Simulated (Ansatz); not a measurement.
# WAu (F-43m) in Ansatz: equation of state

Aim: energy against volume of WAu in PBE, for its equilibrium volume and stiffness.

All numbers are computed with Ansatz 0.2.0; they aren't measurements. Logs are shortened: lines on timing, memory, paths and dates and some standing lists are left out, and cuts for length are marked.

### 1 The crystal as given

It takes space group F-43m (No. 216, cubic). Conventional cell: a = 5.818 Å, b = 5.818 Å, c = 5.818 Å, α = 90.00°, β = 90.00°, γ = 90.00°. Around W (site symmetry -43m) lie 4 Au at 2.52 Å. Around Au (site symmetry -43m) lie 4 W at 2.52 Å.

The cell was built by a generator and needn't be a form met in nature.

### 2 Single point, PBE, 23.14 Å³/atom (volume scaled by 0.94)

Input file input.yaml:

```yaml
crystal:
  lattice:
    - [0.0, 2.8498217033, 2.8498217033]
    - [2.8498217033, 0.0, 2.8498217033]
    - [2.8498217033, 2.8498217033, 0.0]
  atoms:
    - { symbol: W, position: [0.0, 0.0, 0.0] }
    - { symbol: Au, position: [0.75, 0.75, 0.75] }
hamiltonian:
  xc: pbe
  pseudopotentials: { kind: paw }
kpoints:
  mp_grid: { grid: [8, 8, 8] }
scf:
  occupations: { method: fermi_dirac, width: 0.05 }
output:
  forces: true
  stress: true
  eigenvalues: true
```

Potentials or basis: Ansatz PAW.

Run with:

```console
ansatz run input.yaml --threads 2 --pin off --max-ram 5632MiB --backend cpu --events-out ev --progress --plain --runs-dir out
```

What it wrote:

```text
Warning: RAYON_NUM_THREADS=2 ignored (pool sized by the plan → 2); use --threads N
Engine: ansatz 0.2.0, x86_64-unknown-linux-gnu
Pseudopotentials: kind: paw
Pseudopotential: W, paw, valence charge 14, recommended cutoff 420 eV (normal), W.paw.azcp
Pseudopotential: Au, paw, valence charge 19, recommended cutoff 420 eV (normal), Au.paw.azcp
Functional definition: PBE
  parameter kappa = 0.804
  parameter beta = 0.06672455060314922
  exchange = pbe_x(kappa = kappa, mu = beta*pi^2/3)
  correlation = pbe_c(beta = beta)
Crystal: 2 atoms, lattice volume = 46.290 Å³
Basis set: ecut = 420 eV, 893 PW (Γ), exchange–correlation on 54×54×54 points (8 copies of the dense FFT grid, shifted against one another)
Bands: 21, of which v1, the nominal top of the filled ones, is band 17 counted from 1 (16 counted from 0)
Symmetry: 24 space group operations
Space group: F-43m (ITA 216), of the structure as read, at distance tolerance 3.6e-5 Å
k-points: 29 of 512 (time reversal used)
Non-local potential: W, projectors of the file, l = 0: 3, l = 1: 2, l = 2: 2, l = 3: 1
Non-local potential: Au, projectors of the file, l = 0: 3, l = 1: 2, l = 2: 2, l = 3: 1
PAW form: soft (Blöchl's): semilocal exchange-correlation on the pseudo side does not see the compensation charge
PAW one-centre angular grid: W, 590 points (default); XC on 64 Gauss nodes
PAW one-centre angular grid: Au, 590 points (default); XC on 64 Gauss nodes
Initial density: superposition of atomic densities (neutral atoms: chi_scale 0, normalization atom), corrected by the library's trained network
Initial wavefunctions: pseudopotential atomic-orbital guess
Functional: x = pbe(κ = 0.804, μ = 0.2195149727645171), c = pbe(β = 0.06672455060314922)
SCF iter   1: F=—  HF=-23530.236549 eV  |F-HF|=—  |Δ(HF+E_count)|=         —  Δρ=7.42e-3  dr2=3.11e-2  ethr=1.77e-3  ⟨swp⟩=6.0  Hψ=2650  notcnv=0
preconditioner: auto → Kerker (q_TF=auto, 2.579 Å⁻¹)  [metal: Δε(μ)=0.082 eV  Ē_g=7.251 eV  σ=0.050 eV  W_gap=0.39  n_scr=14 (ndim 8)  ℏωp=22.5 eV  f_vac=0.005  D(μ)=2.09/eV (n_scr^D=14)]
SCF iter   2: F=—  HF=-23530.232705 eV  |F-HF|=—  |Δ(HF+E_count)|=   3.84e-3  Δρ=3.29e-3  dr2=3.82e-3  ethr=9.42e-5  ⟨swp⟩=2.0  Hψ=966  notcnv=0
SCF iter   3: F=—  HF=-23530.232389 eV  |F-HF|=—  |Δ(HF+E_count)|=   3.16e-4  Δρ=1.30e-3  dr2=6.62e-4  ethr=1.16e-5  ⟨swp⟩=2.7  Hψ=829  notcnv=0
SCF iter   4: F=—  HF=-23530.232382 eV  |F-HF|=—  |Δ(HF+E_count)|=   6.63e-6  Δρ=3.26e-4  dr2=7.96e-5  ethr=2.01e-6  ⟨swp⟩=2.1  Hψ=728  notcnv=0
SCF iter   5: F=—  HF=-23530.232375 eV  |F-HF|=—  |Δ(HF+E_count)|=   7.19e-6  Δρ=1.21e-4  dr2=9.02e-6  ethr=2.41e-7  ⟨swp⟩=2.1  Hψ=777  notcnv=0
SCF iter   6: F=—  HF=-23530.232377 eV  |F-HF|=—  |Δ(HF+E_count)|=   2.20e-6  Δρ=3.66e-5  dr2=7.19e-7  ethr=2.73e-8  ⟨swp⟩=2.4  Hψ=946  notcnv=0
SCF iter   7: F=-23530.232378 eV  HF=-23530.232378 eV  |F-HF|=1.16e-9  |Δ(HF+E_count)|=   2.02e-7  Δρ=6.90e-6  dr2=3.02e-8  ethr=3.03e-10  ⟨swp⟩=6.3  Hψ=2594  notcnv=0
SCF 1 converged in 7 iterations: F = -23530.232378 eV  dr2 = 3.02e-8
SCF converged after 7 iterations
Free energy (F): -23530.232378 eV
Harris-Foulkes:  -23530.232378 eV  (|F-HF|=1.16e-9)
Internal energy: -23530.214333 eV  (E = F + TS)
E sigma→0 (E₀):  -23530.223355 eV
Entropy (-TS):   -0.018044 eV (-9.022 meV/atom)
Fermi energy:    14.227915 eV
--- Per-component energies (eV) ---
  E_band       = -550.719664
  E_kinetic    = 1051.481625
  E_local      = -3577.756644  (includes V_loc(G=0)·N_el)
  E_nonlocal   = 71.261720
  E_hartree    = 1449.660400
  E_xc         = -493.429115
  E_vxc        = -512.069791  (∫ρ·V_xc dr)
  E_paw        = -18266.577396  (= ΣΔE_a)
  E_vpaw       = -482.964406  (= ΣTr[D̂ρ^β])
  E_aug_tail   = 0.001325  (compensation charges beyond the density's cutoff)
  E_ewald      = -3764.856249
  E_smearing   = -0.018044  (= −TS)
  E_closure    = 0.000000  (closes the sum)
  Σ components = -23530.232378   (vs F -23530.232378, Δ=0.00e0)
--- Forces (eV/Å), atoms counted from 1 ---
  atom   1  W     -0.00000000     0.00000000    -0.00000000
  atom   2  Au     0.00000000     0.00000000    -0.00000000
  max |Σ_I F_I| component: 1.67e-16 eV/Å
--- Stress (GPa, compression-positive) ---
        9.107512       0.000000      -0.000000
        0.000000       9.107512       0.000000
       -0.000000       0.000000       9.107512
  P = ⅓ Tr σ = 9.1075 GPa (91.075 kbar)
--- Band table (eV; the first three rows and the last of 29) ---
  k-point 0: bands = ["-92.9799", "-59.9170", "-44.3630", "-44.3630", "-44.3630", "-24.1837", "-24.1837", "-24.1837", "6.3621", "8.1820", "8.1820", "8.3541", "8.3541", "8.3541", "13.4485", "13.4485", "13.4485", "15.9549", "15.9549", "22.9040", "25.5660"]
  k-point 1: bands = ["-92.9799", "-59.9171", "-44.3632", "-44.3632", "-44.3626", "-24.1863", "-24.1833", "-24.1833", "6.6099", "8.0846", "8.0846", "8.3267", "8.4788", "8.4788", "13.1834", "13.5090", "13.5090", "15.9031", "15.9031", "22.8723", "23.6101"]
  k-point 2: bands = ["-92.9799", "-59.9175", "-44.3636", "-44.3636", "-44.3617", "-24.1926", "-24.1823", "-24.1823", "7.2297", "8.0407", "8.0407", "8.3273", "8.5727", "8.5727", "12.6511", "13.6794", "13.6794", "15.8039", "15.8039", "20.1184", "23.2782"]
  k-point 28: bands = ["-92.9799", "-59.9184", "-44.3660", "-44.3654", "-44.3570", "-24.2029", "-24.1854", "-24.1784", "7.6974", "7.7523", "8.0967", "8.7461", "8.7698", "10.0623", "12.6550", "13.0807", "15.2883", "15.9832", "16.3344", "16.6700", "16.9689"]
```

It took 2.6 s on 2 threads of Intel Xeon at 2.50GHz (Skylake/Cascade Lake), shared host; peak memory 0.35 GiB.

What came out:

| Property | Result |
| --- | --- |
| Free energy | -23530.2324 eV |
| Pressure | 9.1 GPa |
| Band gap on the k mesh | none (metal or under the smearing width) |

### 3 Single point, PBE, 23.64 Å³/atom (volume scaled by 0.96)

Edit input.yaml of step 2 so:

```diff
@@ -2,5 +2,5 @@
   lattice:
-    - [0.0, 2.8498217033, 2.8498217033]
-    - [2.8498217033, 0.0, 2.8498217033]
-    - [2.8498217033, 2.8498217033, 0.0]
+    - [0.0, 2.8698915315, 2.8698915315]
+    - [2.8698915315, 0.0, 2.8698915315]
+    - [2.8698915315, 2.8698915315, 0.0]
   atoms:
```

Potentials or basis: Ansatz PAW.

Run with:

```console
ansatz run input.yaml --threads 2 --pin off --max-ram 5632MiB --backend cpu --events-out ev --progress --plain --runs-dir out
```

Wall time 3.2 s (2 threads of Intel Xeon at 2.50GHz (Skylake/Cascade Lake), shared host); peak memory 0.37 GiB.

Results (log left out):

* Free energy: -23530.2777 eV
* Pressure: 5.7 GPa
* Band gap on the k mesh: none (metal or under the smearing width)

### 4 Single point, PBE, 24.13 Å³/atom (volume scaled by 0.98)

Edit input.yaml of step 3 so:

```diff
@@ -2,5 +2,5 @@
   lattice:
-    - [0.0, 2.8698915315, 2.8698915315]
-    - [2.8698915315, 0.0, 2.8698915315]
-    - [2.8698915315, 2.8698915315, 0.0]
+    - [0.0, 2.8896845124, 2.8896845124]
+    - [2.8896845124, 0.0, 2.8896845124]
+    - [2.8896845124, 2.8896845124, 0.0]
   atoms:
```

Run with:

```console
ansatz run input.yaml --threads 2 --pin off --max-ram 5632MiB --backend cpu --events-out ev --progress --plain --runs-dir out
```

It took 2.9 s on 2 threads of Intel Xeon at 2.50GHz (Skylake/Cascade Lake), shared host; peak memory 0.36 GiB.

It converged, with:

* Free energy: -23530.3034 eV
* Pressure: 2.7 GPa
* Band gap on the k mesh: none (metal or under the smearing width)

### 5 Single point, PBE, 24.62 Å³/atom

Edit input.yaml of step 4 so:

```diff
@@ -2,5 +2,5 @@
   lattice:
-    - [0.0, 2.8896845124, 2.8896845124]
-    - [2.8896845124, 0.0, 2.8896845124]
-    - [2.8896845124, 2.8896845124, 0.0]
+    - [0.0, 2.90921, 2.90921]
+    - [2.90921, 0.0, 2.90921]
+    - [2.90921, 2.90921, 0.0]
   atoms:
```

Run with:

```console
ansatz run input.yaml --threads 2 --pin off --max-ram 5632MiB --backend cpu --events-out ev --progress --plain --runs-dir out
```

Run time: 2.8 s. Hardware: 2 threads of Intel Xeon at 2.50GHz (Skylake/Cascade Lake), shared host; peak memory 0.36 GiB.

The run converged. Its results:

```
Free energy            : -23530.3115 eV
Pressure               : 0.0 GPa
Band gap on the k mesh : none (metal or under the smearing width)
```

### 6 Single point, PBE, 25.11 Å³/atom (volume scaled by 1.02)

Edit input.yaml of step 5 so:

```diff
@@ -2,5 +2,5 @@
   lattice:
-    - [0.0, 2.90921, 2.90921]
-    - [2.90921, 0.0, 2.90921]
-    - [2.90921, 2.90921, 0.0]
+    - [0.0, 2.9284768529, 2.9284768529]
+    - [2.9284768529, 0.0, 2.9284768529]
+    - [2.9284768529, 2.9284768529, 0.0]
   atoms:
@@ -19 +19,5 @@
   eigenvalues: true
+  write_density: true
+  write_potential: true
+  elf: true
+  volumetric_format: npy
```

Potentials or basis: Ansatz PAW.

Run with:

```console
ansatz run input.yaml --threads 2 --pin off --max-ram 5632MiB --backend cpu --events-out ev --progress --plain --runs-dir out
```

Run time: 3.5 s. Hardware: 2 threads of Intel Xeon at 2.50GHz (Skylake/Cascade Lake), shared host; peak memory 0.37 GiB.

The run converged. Its results:

- Free energy: -23530.3042 eV
- Pressure: -2.4 GPa
- Band gap on the k mesh: none (metal or under the smearing width)

### 7 Single point, PBE, 25.61 Å³/atom (volume scaled by 1.04)

Input file input.yaml:

```yaml
crystal:
  lattice:
    - [0.0, 2.9474934692, 2.9474934692]
    - [2.9474934692, 0.0, 2.9474934692]
    - [2.9474934692, 2.9474934692, 0.0]
  atoms:
    - { symbol: W, position: [0.0, 0.0, 0.0] }
    - { symbol: Au, position: [0.75, 0.75, 0.75] }
hamiltonian:
  xc: pbe
  pseudopotentials: { kind: paw }
kpoints:
  mp_grid: { grid: [8, 8, 8] }
scf:
  occupations: { method: fermi_dirac, width: 0.05 }
output:
  forces: true
  stress: true
  eigenvalues: true
```

Run with:

```console
ansatz run input.yaml --threads 2 --pin off --max-ram 5632MiB --backend cpu --events-out ev --progress --plain --runs-dir out
```

Wall time 2.5 s (2 threads of Intel Xeon at 2.50GHz (Skylake/Cascade Lake), shared host); peak memory 0.36 GiB.

It converged, with:

```
Free energy            : -23530.2831 eV
Pressure               : -4.5 GPa
Band gap on the k mesh : none (metal or under the smearing width)
```

### 8 Single point, PBE, 26.10 Å³/atom (volume scaled by 1.06)

Edit input.yaml of step 7 so:

```diff
@@ -2,5 +2,5 @@
   lattice:
-    - [0.0, 2.9474934692, 2.9474934692]
-    - [2.9474934692, 0.0, 2.9474934692]
-    - [2.9474934692, 2.9474934692, 0.0]
+    - [0.0, 2.9662678191, 2.9662678191]
+    - [2.9662678191, 0.0, 2.9662678191]
+    - [2.9662678191, 2.9662678191, 0.0]
   atoms:
@@ -19 +19,5 @@
   eigenvalues: true
+  write_density: true
+  write_potential: true
+  elf: true
+  volumetric_format: npy
```

Potentials or basis: Ansatz PAW.

Run with:

```console
ansatz run input.yaml --threads 2 --pin off --max-ram 5632MiB --backend cpu --events-out ev --progress --plain --runs-dir out
```

What it wrote:

```text
Warning: RAYON_NUM_THREADS=2 ignored (pool sized by the plan → 2); use --threads N
[... 9 set-up lines as earlier in the session ...]
Crystal: 2 atoms, lattice volume = 52.199 Å³
Basis set: ecut = 420 eV, 965 PW (Γ), exchange–correlation on 60×60×60 points (8 copies of the dense FFT grid, shifted against one another)
Bands: 21, of which v1, the nominal top of the filled ones, is band 17 counted from 1 (16 counted from 0)
[... 1 set-up line as earlier in the session ...]
Space group: F-43m (ITA 216), of the structure as read, at distance tolerance 3.7e-5 Å
k-points: 29 of 512 (time reversal used)
[... 6 set-up lines as earlier in the session ...]
[... 11 lines left out ...]
SCF converged after 6 iterations
Free energy (F): -23530.249757 eV
Harris-Foulkes:  -23530.249757 eV  (|F-HF|=1.10e-8)
Internal energy: -23530.229078 eV  (E = F + TS)
E sigma→0 (E₀):  -23530.239418 eV
Entropy (-TS):   -0.020678 eV (-10.339 meV/atom)
Fermi energy:    12.056860 eV
--- Per-component energies (eV) ---
  E_band       = -613.153682
  E_kinetic    = 1044.693361
  E_local      = -3806.653940  (includes V_loc(G=0)·N_el)
  E_nonlocal   = 71.660863
  E_hartree    = 1534.053421
  E_xc         = -490.654137
  E_vxc        = -508.326029  (∫ρ·V_xc dr)
  E_paw        = -18266.269884  (= ΣΔE_a)
  E_vpaw       = -482.635981  (= ΣTr[D̂ρ^β])
  E_aug_tail   = 0.001362  (compensation charges beyond the density's cutoff)
  E_ewald      = -3617.060124
  E_smearing   = -0.020678  (= −TS)
  E_closure    = -0.000000  (closes the sum)
  Σ components = -23530.249757   (vs F -23530.249757, Δ=0.00e0)
--- Forces (eV/Å), atoms counted from 1 ---
  atom   1  W     -0.00000000     0.00000000    -0.00000000
  atom   2  Au     0.00000000    -0.00000000     0.00000000
  max |Σ_I F_I| component: 3.70e-17 eV/Å
--- Stress (GPa, compression-positive) ---
       -6.335355       0.000000      -0.000000
       -0.000000      -6.335355       0.000000
       -0.000000       0.000000      -6.335355
  P = ⅓ Tr σ = -6.3354 GPa (-63.354 kbar)
--- Band table (eV; the first three rows and the last of 29) ---
  k-point 0: bands = ["-94.7376", "-62.2816", "-46.1016", "-46.1016", "-46.1016", "-26.4847", "-26.4847", "-26.4847", "4.8527", "6.6311", "6.6311", "6.6743", "6.6743", "6.6743", "11.3610", "11.3610", "11.3610", "13.4079", "13.4079", "20.1451", "22.7972"]
  k-point 1: bands = ["-94.7376", "-62.2817", "-46.1017", "-46.1017", "-46.1014", "-26.4863", "-26.4846", "-26.4846", "5.0697", "6.5237", "6.5237", "6.6566", "6.8055", "6.8055", "11.1501", "11.4154", "11.4154", "13.3689", "13.3689", "19.7989", "20.8247"]
  k-point 2: bands = ["-94.7376", "-62.2818", "-46.1018", "-46.1018", "-46.1011", "-26.4901", "-26.4842", "-26.4842", "5.6170", "6.4840", "6.4840", "6.6710", "6.8925", "6.8925", "10.7174", "11.5605", "11.5605", "13.2976", "13.2976", "17.1524", "20.7299"]
  k-point 28: bands = ["-94.7376", "-62.2821", "-46.1030", "-46.1027", "-46.0991", "-26.4959", "-26.4869", "-26.4831", "6.2145", "6.2778", "6.4242", "7.0434", "7.0818", "8.1203", "10.7186", "11.0184", "12.9507", "13.4452", "13.7563", "14.2741", "14.4278"]
```

Wall time 3.5 s (2 threads of Intel Xeon at 2.50GHz (Skylake/Cascade Lake), shared host); peak memory 0.38 GiB.

Results:

```yaml
Free_energy: -23530.2498 eV
Pressure: -6.3 GPa
Band_gap_on_the_k_mesh: none (metal or under the smearing width)
```

### 9 Equation of state, PBE

Potentials or basis: Ansatz PAW.

No new run: the results of the series are fitted here.

What came out:

* Equilibrium volume: 24.63 Å³/atom
* Bulk modulus: 126 GPa
* Pressure derivative of the bulk modulus: 5.0

Energy against volume, from the lowest point:
| volume (Å³/atom) | energy (meV/atom) |
| --- | --- |
| 23.145 | 39.58 |
| 23.637 | 16.91 |
| 24.130 | 4.08 |
| 24.622 | 0.00 |
| 25.115 | 3.67 |
| 25.607 | 14.23 |
| 26.099 | 30.89 |

The run has no spin-orbit coupling, so splittings on Au, W are missing.
